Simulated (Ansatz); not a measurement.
# BF3H2Se: the cost of one run

Method: PBE0-D4, def2-SVP first, then def2-TZVP; program: Ansatz 0.2.0, Gaussian basis.

152 further runs of the same task are left out: 152 set aside as unsound or not needed.

## (1) The system as given

The guess: 7 atoms, charge 0, spin multiplicity 1.

Atoms are counted from 1 here; the program's logs count them from 0.

Bond lengths: B1–F3 1.306 Å, B1–F4 1.309 Å, B1–Se6 2.087 Å, F2–H5 1.168 Å, Se6–H7 1.447 Å. Angles: F3–B1–F4 120.1°, F3–B1–Se6 117.2°, F4–B1–Se6 116.3°, B1–Se6–H7 95.2°.

Geometry (Å):

```mol
BF3H2Se
  3D, bonds by distance, orders not assigned

  7  5  0  0  0  0  0  0  0  0999 V2000
   -0.1991   -0.7268    0.2234 B   0  0
   -1.1789    0.2955   -0.8958 F   0  0
   -0.2015   -1.9031   -0.3447 F   0  0
   -0.7802   -0.5563    1.3842 F   0  0
   -0.1890    0.8970   -1.0447 H   0  0
    1.4075    0.5355   -0.2023 Se  0  0
    1.1411    1.4582    0.8798 H   0  0
  1  3  8  0
  1  4  8  0
  1  6  8  0
  2  5  8  0
  6  7  8  0
M  END
```

Distances that are to change: B1–Se6 2.09 Å, F2–H5 1.17 Å, B1–F2 1.80 Å, H5–Se6 1.84 Å.

## (2) Relaxing the guess with the reacting distances held

Contents of hold/in.yaml:

```yaml
crystal:
  periodic: [false, false, false]
  atoms:
    - {symbol: B, position_ang: [-0.199100, -0.726800, 0.223400]}
    - {symbol: F, position_ang: [-1.178900, 0.295500, -0.895800]}
    - {symbol: F, position_ang: [-0.201500, -1.903100, -0.344700]}
    - {symbol: F, position_ang: [-0.780200, -0.556300, 1.384200]}
    - {symbol: H, position_ang: [-0.189000, 0.897000, -1.044700]}
    - {symbol: Se, position_ang: [1.407500, 0.535500, -0.202300]}
    - {symbol: H, position_ang: [1.141100, 1.458200, 0.879800]}
basis:
  gaussian: {orbitals: def2-SVP}
hamiltonian: {xc: pbe0, dispersion: d4}
relax: {f_tol: 0.04, max_steps: 150, escape_saddle: false, constraints: [{distance: [0, 5]}, {distance: [1, 4]}, {distance: [0, 1]}, {distance: [4, 5]}]}
```

The run is started by

```console
> ansatz run in.yaml --threads 4 --pin off --events-out ev --progress --plain --max-ram 9574MiB
```

**Question.** How long does this run take on 4 threads of Arm Neoverse V1, shared host?

About 7 s.
